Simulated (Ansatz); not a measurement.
**C9H20: up Jacob's ladder to CCSD(T)**

One table from this session's results is given with a row withheld; the runs are named, their logs left out.

Computed with Ansatz 0.2.0, Gaussian basis. Level: functionals in def2-TZVPP, the program's frozen cores in correlated methods.

The runs, in order: LDA (SPW92), PBE-D4, revPBE-D4, BLYP-D4, r2SCAN-D4, B97M-V, PBE0-D4, B3LYP-D4, r2SCANh-D4, r2SCAN0-D4, HSE06-D4, BHLYP-D4, CAM-B3LYP-D4, LC-ωPBE, ωB97X-V, ωB97M-V, B2PLYP, PBE-QIDH; CCSD(T)/def2-SVP; CCSD(T)/def2-TZVPP; MP2/def2-QZVPP; extrapolation to the limit; RPA on PBE.

## The relaxed structure

The geometry comes from an earlier relaxation with PBE0-D4 in a triple-zeta def2 set; it is a stationary point, not always the lowest conformer.

SMILES `CC(C)C(C)C(C)(C)C`, 29 atoms, charge 0, spin multiplicity 1.

Atoms are counted from 1 here; the program's logs count them from 0.

Bond lengths: C1–C2 1.526 Å, C1–H10 1.090 Å, C1–H11 1.093 Å, C1–H12 1.093 Å, C2–C3 1.524 Å, C2–C4 1.548 Å, C2–H13 1.095 Å, C3–H14 1.095 Å, C3–H15 1.093 Å, C3–H16 1.093 Å, C4–C5 1.525 Å, C4–C6 1.554 Å, C4–H17 1.099 Å, C5–H18 1.093 Å, C5–H19 1.090 Å, C5–H20 1.093 Å, C6–C7 1.529 Å, C6–C8 1.527 Å and more. Angles: C2–C1–H10 112.8°, C2–C1–H11 111.4°, C2–C1–H12 109.9°, H10–C1–H11 107.7°, H10–C1–H12 107.6°, H11–C1–H12 107.2°, C1–C2–C3 109.4°, C1–C2–C4 114.8°, C1–C2–H13 107.1°, C3–C2–C4 110.3°, C3–C2–H13 106.9°, C4–C2–H13 107.8°, C2–C3–H14 111.0°, C2–C3–H15 111.3°, C2–C3–H16 111.2°, H14–C3–H15 107.7°, H14–C3–H16 107.4°, H15–C3–H16 108.0° and more.

Geometry (Å):

```xyz
29

C     0.3157   -0.9862   -2.1296
C    -0.1140   -1.2559   -0.6906
C    -1.1737   -2.3511   -0.6742
C    -0.6144   -0.0115    0.0827
C    -1.4255    0.9156   -0.8156
C     0.4841    0.7194    0.9035
C    -0.1019    1.9729    1.5539
C     1.6853    1.1295    0.0553
C     0.9663   -0.1951    2.0302
H     1.0478   -0.1820   -2.2088
H    -0.5383   -0.7210   -2.7580
H     0.7647   -1.8859   -2.5587
H     0.7600   -1.6496   -0.1619
H    -2.1001   -2.0085   -1.1462
H    -1.4143   -2.6563    0.3472
H    -0.8370   -3.2361   -1.2208
H    -1.3113   -0.3909    0.8428
H    -2.1488    0.3463   -1.4043
H    -1.9907    1.6441   -0.2338
H    -0.7959    1.4659   -1.5193
H     0.6187    2.4054    2.2534
H    -0.3463    2.7409    0.8175
H    -1.0117    1.7393    2.1154
H     2.2177    0.2617   -0.3400
H     2.3943    1.6992    0.6629
H     1.3925    1.7634   -0.7855
H     1.7212    0.3134    2.6363
H     1.4172   -1.1165    1.6559
H     0.1384   -0.4704    2.6901
```

The first run:

in.yaml reads:

```yaml
crystal:
  periodic: [false, false, false]
  atoms:
    - {symbol: C, position_ang: [0.315688, -0.986223, -2.129631]}
    - {symbol: C, position_ang: [-0.113974, -1.255861, -0.690640]}
    - {symbol: C, position_ang: [-1.173666, -2.351056, -0.674247]}
    - {symbol: C, position_ang: [-0.614399, -0.011544, 0.082748]}
    - {symbol: C, position_ang: [-1.425463, 0.915599, -0.815597]}
    - {symbol: C, position_ang: [0.484092, 0.719368, 0.903547]}
    - {symbol: C, position_ang: [-0.101908, 1.972899, 1.553918]}
    - {symbol: C, position_ang: [1.685317, 1.129495, 0.055269]}
    - {symbol: C, position_ang: [0.966321, -0.195112, 2.030237]}
    - {symbol: H, position_ang: [1.047771, -0.182009, -2.208770]}
    - {symbol: H, position_ang: [-0.538332, -0.720955, -2.758006]}
    - {symbol: H, position_ang: [0.764706, -1.885918, -2.558663]}
    - {symbol: H, position_ang: [0.759990, -1.649632, -0.161863]}
    - {symbol: H, position_ang: [-2.100147, -2.008487, -1.146193]}
    - {symbol: H, position_ang: [-1.414255, -2.656293, 0.347227]}
    - {symbol: H, position_ang: [-0.836956, -3.236131, -1.220791]}
    - {symbol: H, position_ang: [-1.311334, -0.390851, 0.842799]}
    - {symbol: H, position_ang: [-2.148832, 0.346289, -1.404349]}
    - {symbol: H, position_ang: [-1.990718, 1.644058, -0.233751]}
    - {symbol: H, position_ang: [-0.795925, 1.465935, -1.519278]}
    - {symbol: H, position_ang: [0.618726, 2.405432, 2.253361]}
    - {symbol: H, position_ang: [-0.346254, 2.740887, 0.817507]}
    - {symbol: H, position_ang: [-1.011690, 1.739341, 2.115445]}
    - {symbol: H, position_ang: [2.217654, 0.261666, -0.339988]}
    - {symbol: H, position_ang: [2.394306, 1.699184, 0.662858]}
    - {symbol: H, position_ang: [1.392492, 1.763450, -0.785492]}
    - {symbol: H, position_ang: [1.721214, 0.313386, 2.636302]}
    - {symbol: H, position_ang: [1.417180, -1.116486, 1.655935]}
    - {symbol: H, position_ang: [0.138386, -0.470443, 2.690107]}
basis:
  gaussian: {orbitals: def2-TZVPP}
hamiltonian: {xc: lda}
output: {orbitals: {seedname: orbitals}}
```

The run is started by

```
> ansatz run in.yaml --threads 5 --pin off --events-out ev --progress --plain --max-ram 66560MiB --backend cuda --devices 0, --max-vram 37GiB
```

Steps of the session up to this table: LDA; PBE-D4 (GGA); revPBE-D4 (GGA); BLYP-D4 (GGA); r2SCAN-D4 (meta-GGA); B97M-V (meta-GGA); PBE0-D4 (hybrid); B3LYP-D4 (hybrid); r2SCANh-D4 (hybrid); r2SCAN0-D4 (hybrid); HSE06-D4 (hybrid); BHLYP-D4 (hybrid); CAM-B3LYP-D4 (range-separated); LC-ωPBE (range-separated); ωB97X-V (range-separated); ωB97M-V (range-separated); B2PLYP (double hybrid); PBE-QIDH (double hybrid).

One table of the session follows, with a row left open; its other results are not shown here.

It belongs to the step «Orbital energies across the functionals». 

```
  functional  HOMO (eV)  LUMO (eV)  gap (eV)
 LDA (SPW92)      -7.04      -0.05      6.99
      PBE-D4      -6.94       0.16      7.11
   revPBE-D4      -6.89       0.28      7.17
     BLYP-D4      -6.86       0.18      7.04
   r2SCAN-D4      -7.18       0.80      7.98
      B97M-V      -7.35       0.22      7.57
     PBE0-D4      -8.23       0.95      9.18
    B3LYP-D4      -8.05       0.64      8.69
  r2SCANh-D4      -7.66       1.04      8.69
  r2SCAN0-D4      -8.38       1.37      9.75
    HSE06-D4      -7.83       0.58      8.41
    BHLYP-D4          ?          ?         ?
CAM-B3LYP-D4      -9.62       1.73     11.34
     LC-ωPBE     -10.91       3.01     13.92
     ωB97X-V     -10.60       2.76     13.36
     ωB97M-V     -10.49       2.36     12.85
```

**Question.** Estimate the row for BHLYP-D4.

Worked estimate for «HOMO (eV)». Against the share of exact exchange, BLYP-D4 (0, -6.86), B3LYP-D4 (0.2, -8.05) give a slope of -5.95 per unit share; at 0.5 the line stands at -9.84.

As computed: HOMO (eV): -9.48; LUMO (eV): 1.57; gap (eV): 11.05. In «HOMO (eV)» the line misses by -0.36.
